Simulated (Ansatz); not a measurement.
# ZrH2 (singlet): from Hartree-Fock to the top rungs at angle H2–Zr1–H3 = 92.0°, def2-SVP

The task here is to estimate one member of a computed series from the others.

Program: Ansatz 0.2.0, Gaussian basis. Level of theory: def2-SVP, core rule «outside noble gas», up to 4 orbitals frozen. These are calculated values, not measurements.

To be run: UHF; CCSD(T) on RHF; CCSD(T) on UHF; CISD; CCSDT(Q) on RHF; CCSDT(Q) on UHF; CASSCF and MRCISD+Q, 2 electrons in 2 orbitals; CASSCF and NEVPT2, 2 electrons in 2 orbitals; Full CI.

21 further runs of the same task are left out: 14 for a known fault of the program, 5 that didn't finish, 2 set aside as unsound or not needed.

**What is computed**

The geometry derives from a PBE0/def2-TZVP stationary point (not a proven minimum). One angle is set to the value named; bond lengths are kept. No spin-orbit coupling is included. Elements past krypton take def2 core potentials.

3 atoms, charge 0, spin multiplicity 1.

Atoms are counted from 1 here; the program's logs count them from 0.

Bond lengths: Zr1–H2 1.929 Å, Zr1–H3 1.929 Å. Angles: H2–Zr1–H3 92.0°.

The first run:

The input, in.yaml:

```yaml
crystal:
  periodic: [false, false, false]
  atoms:
    - {symbol: Zr, position_ang: [-0.028968, 0.000000, 0.000000]}
    - {symbol: H, position_ang: [1.310889, 0.000000, -1.387463]}
    - {symbol: H, position_ang: [1.310889, 0.000000, 1.387463]}
basis:
  gaussian: {orbitals: def2-SVP}
magnetization: {spin_polarized: true, initial_magnetization: 0}
hamiltonian: {xc: hf}
output: {orbitals: {seedname: orbitals}}
```

Run with:

```sh
$ ansatz run in.yaml --threads 1 --pin off --events-out ev --progress --plain --max-ram 2393MiB
```

Steps of the session up to this table: UHF; CCSD(T) on RHF; CCSD(T) on UHF; CISD; CCSDT(Q) on RHF; CCSDT(Q) on UHF; CASSCF and MRCISD+Q, 2 electrons in 2 orbitals; CASSCF and NEVPT2, 2 electrons in 2 orbitals; Full CI.

One table of the session follows, with a row left open; its other results are not shown here.

| method | from FCI (kJ/mol) |
| --- | --- |
| RHF | +319.1 |
| RMP2 | +101.1 |
| CISD | +41.3 |
| RCCSD | +16.2 |
| RCCSD(T) | +4.3 |
| RCCSDT | +0.6 |
| RCCSDT(Q) | -0.2 |
| CASSCF pair | +262.6 |
| NEVPT2 pair | +86.5 |
| MRCISD pair | +30.1 |
| MRCISD+Q pair | ? |
| FCI | 0 |

**Question.** Estimate the row for MRCISD+Q pair.

As computed: from FCI (kJ/mol): +6.8. In the column «from FCI (kJ/mol)» it lies between RCCSD(T) (+4.3) and RCCSD (+16.2).

Left out of the table: UHF, UMP2, UCCSD, UCCSD(T), UCCSDT, UCCSDT(Q) (another determinant or state than the rows shown).
